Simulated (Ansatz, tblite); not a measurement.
# Ge(SiH3)4 (Si4GeH12): one state, many levels

An exercise on one series of results from a longer session: the logs are not shown, and one member is left open.

The runs use Ansatz 0.2.0, Gaussian basis; as each input shows.

The runs, in order: GFN2-xTB, PBE-D4/def2-TZVP, r2SCAN-D4/def2-TZVP, BLYP-D4/def2-TZVP, BHLYP-D4/def2-TZVP, LDA/def2-TZVP, PBE-D4/def2-SVP, PBE0-D4/def2-SVP, HF/6-31G, B3LYP-D4/6-31G, CCSD(T)/def2-SVP, MP2/def2-TZVP, RPA/def2-TZVP.

2 further runs of the same task are left out: 2 set aside as unsound or not needed.

## The structure

The singlet was relaxed beforehand with r2SCAN-D4/def2-SVP.

17 atoms, charge 0, spin multiplicity 1.

Bond lengths: Ge1–Si2 2.383 Å, Ge1–Si6 2.382 Å, Ge1–Si10 2.383 Å, Ge1–Si14 2.383 Å, Si2–H3 1.494 Å, Si2–H4 1.494 Å, Si2–H5 1.495 Å, Si6–H7 1.494 Å, Si6–H8 1.495 Å, Si6–H9 1.494 Å, Si10–H11 1.495 Å, Si10–H12 1.494 Å, Si10–H13 1.495 Å, Si14–H15 1.494 Å, Si14–H16 1.495 Å, Si14–H17 1.494 Å. Angles: Si2–Ge1–Si6 109.7°, Si2–Ge1–Si10 109.0°, Si2–Ge1–Si14 109.9°, Si6–Ge1–Si10 109.3°, Si6–Ge1–Si14 109.4°, Si10–Ge1–Si14 109.4°, Ge1–Si2–H3 110.3°, Ge1–Si2–H4 110.2°, Ge1–Si2–H5 109.9°, H3–Si2–H4 108.8°, H3–Si2–H5 108.8°, H4–Si2–H5 108.7°, Ge1–Si6–H7 110.3°, Ge1–Si6–H8 109.9°, Ge1–Si6–H9 110.3°, H7–Si6–H8 108.8°, H7–Si6–H9 108.8°, H8–Si6–H9 108.8° and more.

PBE0-D4/def2-TZVP was run before; its log isn't repeated, and its numbers join the tables.

The first run:

Tight binding, by tblite at 300 K electronic temperature and without a spin-polarisation term:

```python
tblite.interface.Calculator('GFN2-xTB', numbers, positions, charge=0, uhf=0).singlepoint()
```

start.molden holds the orbitals of an earlier run on this state, given as this run's starting guess.

in.yaml reads:

```yaml
crystal:
  periodic: [false, false, false]
  atoms:
    - {symbol: Ge, position_ang: [0.001876, -0.007934, 0.002781]}
    - {symbol: Si, position_ang: [-0.011132, -0.009014, 2.385372]}
    - {symbol: H, position_ang: [0.830014, -1.127892, 2.908632]}
    - {symbol: H, position_ang: [-1.406059, -0.176962, 2.894777]}
    - {symbol: H, position_ang: [0.534954, 1.284215, 2.898350]}
    - {symbol: Si, position_ang: [2.249106, 0.011798, -0.788047]}
    - {symbol: H, position_ang: [2.980556, 1.194109, -0.239897]}
    - {symbol: H, position_ang: [2.261903, 0.087797, -2.280607]}
    - {symbol: H, position_ang: [2.959754, -1.232483, -0.363598]}
    - {symbol: Si, position_ang: [-1.125776, 1.940535, -0.778294]}
    - {symbol: H, position_ang: [-2.552036, 1.923744, -0.332024]}
    - {symbol: H, position_ang: [-1.089634, 1.997957, -2.271213]}
    - {symbol: H, position_ang: [-0.466017, 3.166031, -0.233701]}
    - {symbol: Si, position_ang: [-1.110658, -1.948858, -0.817106]}
    - {symbol: H, position_ang: [-0.542672, -3.178625, -0.185940]}
    - {symbol: H, position_ang: [-0.944859, -2.049219, -2.299037]}
    - {symbol: H, position_ang: [-2.569330, -1.875210, -0.500450]}
basis:
  gaussian: {orbitals: def2-TZVP, initial_orbitals: start.molden}
hamiltonian: {xc: pbe, dispersion: d4}
scf: {omitted_lower_state_checks: [starts]}
output: {orbitals: {seedname: orbitals}}
```

Started as:

```bash
$ ansatz run in.yaml --threads 4 --pin off --events-out ev --progress --plain --max-ram 4787MiB
```

Among the steps run: PBE-D4/def2-TZVP; r2SCAN-D4/def2-TZVP; BLYP-D4/def2-TZVP; BHLYP-D4/def2-TZVP; LDA/def2-TZVP; PBE-D4/def2-SVP; PBE0-D4/def2-SVP; HF/6-31G; B3LYP-D4/6-31G; CCSD(T)/def2-SVP; MP2/def2-TZVP; RPA/def2-TZVP.

One of the session's tables, all rows but one given; the rest of the session is left out.

| method | binding an atom (eV) |
| --- | --- |
| HF/6-31G | 1.949 |
| HF/def2-SVP | 2.242 |
| HF/def2-TZVP | 2.262 |
| LDA/def2-TZVP | 3.241 |
| PBE-D4/def2-SVP | 2.905 |
| PBE-D4/def2-TZVP | 2.913 |
| BLYP-D4/def2-TZVP | 2.910 |
| r2SCAN-D4/def2-TZVP | 2.962 |
| B3LYP-D4/6-31G | ? |
| PBE0-D4/def2-SVP | 2.911 |
| PBE0-D4/def2-TZVP | 2.922 |
| BHLYP-D4/def2-TZVP | 2.946 |
| MP2/def2-SVP | 2.729 |
| MP2/def2-TZVP | 2.804 |
| CCSD/def2-SVP | 2.751 |
| CCSD(T)/def2-SVP | 2.772 |

Q: Estimate the row for B3LYP-D4/6-31G from the others.

The run gave: binding an atom (eV): 2.757. In the column «binding an atom (eV)» it lies between CCSD/def2-SVP (2.751) and CCSD(T)/def2-SVP (2.772).

Among the levels timed on like hardware and quicker than the yardstick, those that no quicker one beats, quickest first: HF/6-31G (4.2 s, -0.823 eV); LDA/def2-TZVP (7 s, +0.469 eV); PBE-D4/def2-SVP (7 s, +0.133 eV); B3LYP-D4/6-31G (7.5 s, -0.015 eV).

Caveats from the session: Free atoms were run apart at each level; binding is atoms less cluster, divided by the number of atoms, without zero-point or spin-orbit terms. The yardstick is in a double-zeta basis, so levels in larger sets aren't compared like for like. CCSD(T)/def2-SVP isn't at the basis-set limit; small misses against it rank nothing.
